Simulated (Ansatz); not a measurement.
# C2H4FGa, SMILES F[CH]1[CH2][GaH]1: a rigid scan of one bond length

With Ansatz 0.2.0 through its Python package.

`c2h4fga.xyz`
```text
8

F     1.13130    1.18000   -1.24600
C     0.00600    0.47880   -0.80280
C     0.34320   -0.21650    0.47930
Ga   -0.86660   -1.13840   -0.37080
H    -0.85840    1.14230   -0.65110
H     1.12810   -0.99320    0.29180
H     0.81120    0.51420    1.22750
H    -1.60270   -1.02440    1.01630
```

The cells in order, each with its output:

In [1]:
```python
import ansatz
import numpy as np
```

In [2]:
```python
BASIS_SET = "def2-SVP"
XC = "r2SCAN"

molecule = ansatz.Crystal.molecule_from_extxyz("c2h4fga.xyz")
```

In [3]:
```python
symbols = [site.symbol for site in molecule.cartesian_sites]
start = np.array([site.position_ang for site in molecule.cartesian_sites])
axis = (start[4] - start[1]) / np.linalg.norm(start[4] - start[1])
moving = [4]
lengths, energies = [0.968, 1.012, 1.056, 1.1, 1.144, 1.188, 1.232, 1.298], []
for length in lengths:
    xyz = start.copy()
    xyz[moving] += (length - np.linalg.norm(start[4] - start[1])) * axis
    point = ansatz.Crystal.molecule()
    for symbol, place in zip(symbols, xyz):
        point = point.atom(symbol, place.tolist())
    job = (
        point.calculation()
        .basis(gaussian=BASIS_SET)
        .functional(XC)
    )
    summary = job.run(threads=1).report
    energies.append(summary["free_energy_ev"])
    print(f"r = {length:6.3f} A  E = {energies[-1]:.5f} eV  <S^2> = {abs(summary['mean_field']['state']['spin_squared']):.3f}")

# quartic fit about the minimum
fit = np.polynomial.Polynomial.fit(lengths, np.array(energies) - min(energies), 4).convert()
roots = [r.real for r in fit.deriv().roots() if abs(r.imag) < 1e-9 and fit.deriv(2)(r.real) > 0]
r_e = min(roots, key=lambda r: abs(r - lengths[int(np.argmin(energies))]))
print(f"minimum of the fit at {r_e:.4f} A, force constant {fit.deriv(2)(r_e):.2f} eV/A^2")
```
```text
r =  0.968 A  E = -57214.57079 eV  <S^2> = 0.000
r =  1.012 A  E = -57214.80720 eV  <S^2> = 0.000
r =  1.056 A  E = -57214.93785 eV  <S^2> = 0.000
r =  1.100 A  E = -57214.98624 eV  <S^2> = 0.000
r =  1.144 A  E = -57214.97113 eV  <S^2> = 0.000
r =  1.188 A  E = -57214.90743 eV  <S^2> = 0.000
r =  1.232 A  E = -57214.80705 eV  <S^2> = 0.000
r =  1.298 A  E = -57214.60779 eV  <S^2> = 0.000
minimum of the fit at 1.1097 A, force constant 30.91 eV/A^2
```

Reading the output:
- The settings weren't tested for convergence.
- The rest of the molecule is held rigid at a force-field or estimated start geometry, and the basis set is modest; single-reference methods fail as a bond breaks.
- The orbitals are restricted, so S² is zero by construction.
- It ran for 27 s on 1 thread of Intel(R) Xeon(R) Platinum 8488C (Sapphire Rapids), on a shared host, peak memory 0.22 GiB.

(Lines on the test bed's own set-up are left out of the output.)
